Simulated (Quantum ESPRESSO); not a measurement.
# SiO (F-43m) in Quantum ESPRESSO: notebook

One crystal, SiO, is run at these levels: PBE, RPBE, AM05, r2SCAN; tasks: band structure.

Program: Quantum ESPRESSO 7.5. These are calculated values, not measurements. Logs are shortened: lines on timing, memory, paths and dates and some standing lists are left out, and cuts for length are marked.

### 1 Starting point

It takes space group F-43m (No. 216, cubic). The conventional cell has a = 4.867 Å, b = 4.867 Å, c = 4.867 Å, α = 90.00°, β = 90.00°, γ = 90.00°. Si (site symmetry -43m) has 4 O at 2.11 Å as nearest neighbours. O (site symmetry -43m) is surrounded by 4 Si at 2.11 Å.

The cell was built by a generator and needn't be a form met in nature.

### 2 Band structure, PBE

Input file pw.in:

```
&CONTROL
  calculation = 'scf'
  prefix = 'pwscf'
  outdir = './tmp'
  pseudo_dir = './pseudo'
  tprnfor = .true.
  tstress = .true.
  disk_io = 'low'
/
&SYSTEM
  ibrav = 0
  nat = 2
  ntyp = 2
  ecutwfc = 88
  nbnd = 10
  occupations = 'smearing'
  smearing = 'fd'
  degauss = 0.00367493
/
&ELECTRONS
  conv_thr = 4d-10
  electron_maxstep = 120
  mixing_beta = 0.5
/
ATOMIC_SPECIES
Si    28.0850 Si_ONCV_PBE-1.2.upf
O     15.9990 O_ONCV_PBE-1.2.upf
CELL_PARAMETERS bohr
   0.0000000000    4.5989130859    4.5989130859
   4.5989130859    0.0000000000    4.5989130859
   4.5989130859    4.5989130859    0.0000000000
ATOMIC_POSITIONS bohr
Si     6.8983696289    6.8983696289    6.8983696289
O      0.0000000000    0.0000000000    0.0000000000
K_POINTS automatic
9 9 9 0 0 0
```

Input file bands.in:

```
&CONTROL
  calculation = 'bands'
  prefix = 'pwscf'
  outdir = './tmp'
  pseudo_dir = './pseudo'
  disk_io = 'low'
  verbosity = 'high'
/
&SYSTEM
  ibrav = 0
  nat = 2
  ntyp = 2
  ecutwfc = 88
  nbnd = 10
  occupations = 'smearing'
  smearing = 'fd'
  degauss = 0.00367493
/
&ELECTRONS
  conv_thr = 1d-08
  electron_maxstep = 120
  mixing_beta = 0.5
  diago_full_acc = .true.
/
ATOMIC_SPECIES
Si    28.0850 Si_ONCV_PBE-1.2.upf
O     15.9990 O_ONCV_PBE-1.2.upf
CELL_PARAMETERS bohr
   0.0000000000    4.5989130859    4.5989130859
   4.5989130859    0.0000000000    4.5989130859
   4.5989130859    4.5989130859    0.0000000000
ATOMIC_POSITIONS bohr
Si     6.8983696289    6.8983696289    6.8983696289
O      0.0000000000    0.0000000000    0.0000000000
K_POINTS crystal
60
 0.0000000000  0.0000000000  0.0000000000 1
 0.0625000000  0.0000000000  0.0625000000 1
 0.1250000000  0.0000000000  0.1250000000 1
 0.1875000000  0.0000000000  0.1875000000 1
 0.2500000000  0.0000000000  0.2500000000 1
 0.3125000000  0.0000000000  0.3125000000 1
 0.3750000000  0.0000000000  0.3750000000 1
 0.4375000000  0.0000000000  0.4375000000 1
 0.5000000000  0.0000000000  0.5000000000 1
 0.5000000000  0.0625000000  0.5625000000 1
 0.5000000000  0.1250000000  0.6250000000 1
 0.5000000000  0.1875000000  0.6875000000 1
 0.5000000000  0.2500000000  0.7500000000 1
 0.4375000000  0.3125000000  0.7500000000 1
 0.3750000000  0.3750000000  0.7500000000 1
 0.3375000000  0.3375000000  0.6750000000 1
 0.3000000000  0.3000000000  0.6000000000 1
 0.2625000000  0.2625000000  0.5250000000 1
 0.2250000000  0.2250000000  0.4500000000 1
 0.1875000000  0.1875000000  0.3750000000 1
 0.1500000000  0.1500000000  0.3000000000 1
 0.1125000000  0.1125000000  0.2250000000 1
 0.0750000000  0.0750000000  0.1500000000 1
 0.0375000000  0.0375000000  0.0750000000 1
 0.0000000000  0.0000000000  0.0000000000 1
 0.0625000000  0.0625000000  0.0625000000 1
 0.1250000000  0.1250000000  0.1250000000 1
 0.1875000000  0.1875000000  0.1875000000 1
 0.2500000000  0.2500000000  0.2500000000 1
 0.3125000000  0.3125000000  0.3125000000 1
 0.3750000000  0.3750000000  0.3750000000 1
 0.4375000000  0.4375000000  0.4375000000 1
 0.5000000000  0.5000000000  0.5000000000 1
 0.5250000000  0.4500000000  0.5250000000 1
 0.5500000000  0.4000000000  0.5500000000 1
 0.5750000000  0.3500000000  0.5750000000 1
 0.6000000000  0.3000000000  0.6000000000 1
 0.6250000000  0.2500000000  0.6250000000 1
 0.5833333333  0.2500000000  0.6666666667 1
 0.5416666667  0.2500000000  0.7083333333 1
 0.5000000000  0.2500000000  0.7500000000 1
 0.5000000000  0.2857142857  0.7142857143 1
 0.5000000000  0.3214285714  0.6785714286 1
 0.5000000000  0.3571428571  0.6428571429 1
 0.5000000000  0.3928571429  0.6071428571 1
 0.5000000000  0.4285714286  0.5714285714 1
 0.5000000000  0.4642857143  0.5357142857 1
 0.5000000000  0.5000000000  0.5000000000 1
 0.4821428571  0.4821428571  0.5357142857 1
 0.4642857143  0.4642857143  0.5714285714 1
 0.4464285714  0.4464285714  0.6071428571 1
 0.4285714286  0.4285714286  0.6428571429 1
 0.4107142857  0.4107142857  0.6785714286 1
 0.3928571429  0.3928571429  0.7142857143 1
 0.3750000000  0.3750000000  0.7500000000 1
 0.6250000000  0.2500000000  0.6250000000 1
 0.5937500000  0.1875000000  0.5937500000 1
 0.5625000000  0.1250000000  0.5625000000 1
 0.5312500000  0.0625000000  0.5312500000 1
 0.5000000000  0.0000000000  0.5000000000 1
```

Potentials or basis: SG15 PBE 1.2.

Command:

```bash
> OMP_NUM_THREADS=1 pw.x -in pw.in > pw.out
> OMP_NUM_THREADS=1 pw.x -in bands.in > bands.out
```

pw.out:

```text
This program is part of the open-source Quantum ESPRESSO suite
     for quantum simulation of materials; please cite
[... 9 lines left out ...]
     --------------------
     sticks:   dense  smooth     PW     G-vecs:    dense   smooth      PW
     Sum        1027    1027    313                21595    21595    3527

     Using Slab Decomposition

     bravais-lattice index     =            0
     lattice parameter (alat)  =       6.5038  a.u.
     unit-cell volume          =     194.5340 (a.u.)^3
     number of atoms/cell      =            2
     number of atomic types    =            2
     number of electrons       =        10.00
     number of Kohn-Sham states=           10
     kinetic-energy cutoff     =      88.0000  Ry
     charge density cutoff     =     352.0000  Ry
     scf convergence threshold =      4.0E-10
     mixing beta               =       0.5000
     number of iterations used =            8  plain     mixing
     Exchange-correlation= PBE
                           (   1   4   3   4   0   0   0)

     celldm(1)=   6.503845  celldm(2)=   0.000000  celldm(3)=   0.000000
     celldm(4)=   0.000000  celldm(5)=   0.000000  celldm(6)=   0.000000

     crystal axes: (cart. coord. in units of alat)
               a(1) = (   0.000000   0.707107   0.707107 )
               a(2) = (   0.707107   0.000000   0.707107 )
               a(3) = (   0.707107   0.707107   0.000000 )

     reciprocal axes: (cart. coord. in units 2 pi/alat)
               b(1) = ( -0.707107  0.707107  0.707107 )
               b(2) = (  0.707107 -0.707107  0.707107 )
               b(3) = (  0.707107  0.707107 -0.707107 )

     PseudoPot. # 1 for Si read from file:
     Si_ONCV_PBE-1.2.upf
     Pseudo is Norm-conserving, Zval =  4.0
     Generated using ONCVPSP code by D. R. Hamann
     Using radial grid of  602 points,  4 beta functions with:
                l(1) =   0
                l(2) =   0
                l(3) =   1
                l(4) =   1

     PseudoPot. # 2 for O  read from file:
     O_ONCV_PBE-1.2.upf
     Pseudo is Norm-conserving, Zval =  6.0
     Generated using ONCVPSP code by D. R. Hamann
     Using radial grid of  602 points,  4 beta functions with:
                l(1) =   0
                l(2) =   0
                l(3) =   1
                l(4) =   1

     atomic species   valence    mass     pseudopotential
     Si                4.00    28.08500     Si( 1.00)
     O                 6.00    15.99900     O ( 1.00)

     24 Sym. Ops. (no inversion) found

   Cartesian axes

     site n.     atom                  positions (alat units)
         1        Si     tau(   1) = (   1.0606602   1.0606602   1.0606602  )
         2        O      tau(   2) = (   0.0000000   0.0000000   0.0000000  )

     number of k points=    35  Fermi-Dirac smearing, width (Ry)=  0.0037
                       cart. coord. in units 2pi/alat
        k(    1) = (   0.0000000   0.0000000   0.0000000), wk =   0.0027435
        k(    2) = (   0.0785674   0.0785674  -0.0785674), wk =   0.0219479
        k(    3) = (   0.1571348   0.1571348  -0.1571348), wk =   0.0219479
        k(    4) = (   0.2357023   0.2357023  -0.2357023), wk =   0.0219479
        k(    5) = (   0.3142697   0.3142697  -0.3142697), wk =   0.0219479
        k(    6) = (   0.1571348   0.0000000  -0.0000000), wk =   0.0164609
[... 27 lines left out ...]
        k(   34) = (  -0.0000000  -0.4714045   0.6285394), wk =   0.0658436
        k(   35) = (  -0.0785674  -0.3928371   0.7071068), wk =   0.0658436

     Dense  grid:    21595 G-vectors     FFT dimensions: (  40,  40,  40)

     Initial potential from superposition of free atoms

     starting charge       9.9528, renormalised to      10.0000
     Starting wfcs are random

     Self-consistent Calculation

     iteration #  1     ecut=    88.00 Ry     beta= 0.50
     Davidson diagonalization with overlap
     ethr =  1.00E-02,  avg # of iterations =  8.4

     total energy              =     -39.60555296 Ry
     estimated scf accuracy    <       0.31714683 Ry

[... 56 lines left out ...]

   -13.2383  -0.8221   1.8825   1.8825   4.0678   9.8557  11.3113  11.3113
    17.3591  17.3591

          k = 0.2357 0.2357-0.2357 (  2695 PWs)   bands (ev):

   -13.0171  -1.7434   1.7482   1.7482   4.7158   9.4223  11.3300  11.3300
    17.1461  17.5988

          k = 0.3143 0.3143-0.3143 (  2725 PWs)   bands (ev):

   -12.8629  -2.2614   1.6657   1.6657   4.9488   9.3394  11.2681  11.2681
    17.0050  18.1607

          k = 0.1571 0.0000-0.0000 (  2713 PWs)   bands (ev):

   -13.3973   0.2179   1.8965   1.8965   3.3391  10.3492  11.2656  11.2656
    16.5046  18.6983

          k = 0.2357 0.0786-0.0786 (  2714 PWs)   bands (ev):

   -13.2534  -0.6213   1.7271   1.7458   4.2424   9.6752  11.3472  11.4624
    15.6133  18.7250

          k = 0.3143 0.1571-0.1571 (  2711 PWs)   bands (ev):

   -13.0446  -1.4835   1.5222   1.5861   5.0358   9.2209  11.1698  11.5523
    15.7174  18.4014

          k = 0.3928 0.2357-0.2357 (  2711 PWs)   bands (ev):

   -12.8658  -2.0695   1.2879   1.5326   5.4502   9.1270  10.9574  11.5016
    16.3925  18.1699

          k =-0.2357-0.3928 0.3928 (  2719 PWs)   bands (ev):

   -12.8128  -2.2248   1.1505   1.5846   5.5404   9.1741  10.8758  11.4403
    17.0574  18.1585

          k =-0.1571-0.3143 0.3143 (  2704 PWs)   bands (ev):

   -12.9168  -1.9103   1.1748   1.7208   5.3614   9.2447  10.9310  11.4372
    17.1495  17.2693

          k =-0.0786-0.2357 0.2357 (  2712 PWs)   bands (ev):

   -13.1178  -1.2221   1.3720   1.8862   4.7804   9.5129  11.1271  11.4029
    16.5462  17.2414

          k =-0.0000-0.1571 0.1571 (  2723 PWs)   bands (ev):

   -13.3135  -0.3573   1.7002   2.0042   3.8424  10.0863  11.2575  11.2579
    16.8184  17.4903

          k = 0.3143 0.0000-0.0000 (  2698 PWs)   bands (ev):

   -13.1569  -0.8927   1.5075   1.5075   4.8555   8.9387  11.7502  11.7502
    14.1868  19.6349

          k = 0.3928 0.0786-0.0786 (  2709 PWs)   bands (ev):
[... 56 lines left out ...]
   -13.0958  -1.1714   1.2505   1.6896   5.0815   9.1104  11.2361  11.6494
    15.0866  18.6406

          k = 0.3928 0.2357-0.0786 (  2719 PWs)   bands (ev):

   -12.9063  -1.7004   0.8386   1.5259   5.8682   8.8324  10.7689  11.7755
    15.4395  18.5700

          k =-0.2357-0.3928 0.5500 (  2697 PWs)   bands (ev):

   -12.7761  -2.0204   0.6156   1.3878   6.2671   8.8216  10.4958  11.7890
    15.9296  18.3154

          k = 0.4714 0.1571-0.0000 (  2722 PWs)   bands (ev):

   -12.8376  -1.7099   0.8111   1.1641   6.2250   8.0096  11.2720  12.1942
    14.0835  19.2308

          k =-0.1571-0.4714 0.6285 (  2716 PWs)   bands (ev):

   -12.7172  -1.8543   0.3519   1.0169   6.8653   8.0552  10.7078  12.2162
    14.5161  19.1415

          k =-0.0786-0.3928 0.5500 (  2710 PWs)   bands (ev):

   -12.6875  -1.8439   0.0535   1.0769   7.1090   8.3674  10.2475  12.1427
    14.9809  18.5203

          k =-0.0000-0.3143 0.4714 (  2706 PWs)   bands (ev):

   -12.7642  -1.7942   0.2261   1.2982   6.7625   8.5751  10.2364  12.0166
    15.4413  18.1016

          k =-0.0786-0.5500 0.7071 (  2723 PWs)   bands (ev):

   -12.6626  -1.9346   0.5874   0.7406   6.6271   7.5075  11.6424  12.4177
    13.6632  18.7906

          k =-0.0000-0.4714 0.6285 (  2709 PWs)   bands (ev):

   -12.6418  -1.8391   0.1242   0.7940   7.1798   7.8145  10.8604  12.2986
    14.1223  19.3961

          k =-0.0786-0.3928 0.7071 (  2714 PWs)   bands (ev):

   -12.6498  -1.7762   0.1299   0.6389   7.6185   8.0420  10.1463  12.2244
    14.5660  18.9959

     the Fermi energy is     7.4479 ev

!    total energy              =     -39.73246566 Ry
     estimated scf accuracy    <          2.1E-10 Ry
     smearing contrib. (-TS)   =      -0.00035769 Ry
     internal energy E=F+TS    =     -39.73210797 Ry

     The total energy is F=E-TS. E is the sum of the following terms:
     one-electron contribution =     -11.84662666 Ry
     hartree contribution      =      11.45035683 Ry
     xc contribution           =      -9.23027305 Ry
     ewald contribution        =     -30.10556508 Ry

     convergence has been achieved in  10 iterations

     Forces acting on atoms (cartesian axes, Ry/au):

     atom    1 type  1   force =     0.00000000    0.00000000    0.00000000
     atom    2 type  2   force =     0.00000000    0.00000000    0.00000000

     Total force =     0.000000     Total SCF correction =     0.000000

     Computing stress (Cartesian axis) and pressure

          total   stress  (Ry/bohr**3)                   (kbar)     P=        0.33
   0.00000225   0.00000000   0.00000000            0.33        0.00        0.00
   0.00000000   0.00000225   0.00000000            0.00        0.33        0.00
   0.00000000   0.00000000   0.00000225            0.00        0.00        0.33

=------------------------------------------------------------------------------=
   JOB DONE.
=------------------------------------------------------------------------------=
```

It took 30 s on 1 thread of Arm Neoverse V2, shared host; peak memory 0.09 GiB.

Results:

```
Free energy            : -540.5877 eV
Pressure               : 0.0 GPa
Band gap on the k mesh : none (metal or under the smearing width)
```

Levels at the corners of the path, in eV from the Fermi level:
```
point  band 1  band 2  band 3  band 4  band 5  band 6  band 7  band 8  band 9  band 10
    Γ  -20.94   -6.12   -5.39   -5.39   -5.39    3.63    3.63    3.63   10.34    11.38
    X  -20.09   -9.52   -6.61   -6.61   -1.49   -0.19    5.31    5.31    5.42    10.54
    W  -20.08   -9.20   -7.27   -7.00    0.34    0.63    2.56    4.75    7.08    11.67
    K  -20.10   -9.30   -7.47   -6.35   -0.58    0.49    3.59    4.92    6.59    11.90
    Γ  -20.94   -6.12   -5.39   -5.39   -5.39    3.63    3.63    3.63   10.34    11.38
    L  -20.29   -9.78   -5.79   -5.79   -2.48    1.89    3.81    3.81    9.56    10.82
    U  -20.10   -9.30   -7.47   -6.35   -0.58    0.49    3.59    4.92    6.59    11.90
    W  -20.08   -9.20   -7.27   -7.00    0.34    0.63    2.56    4.75    7.08    11.67
    L  -20.29   -9.78   -5.79   -5.79   -2.48    1.89    3.81    3.81    9.56    10.82
    K  -20.10   -9.30   -7.47   -6.35   -0.58    0.49    3.59    4.92    6.59    11.90
    U  -20.10   -9.30   -7.47   -6.35   -0.58    0.49    3.59    4.92    6.59    11.90
    X  -20.09   -9.52   -6.61   -6.61   -1.49   -0.19    5.31    5.31    5.42    10.54
```

(Part 1 of 2 ends here.)
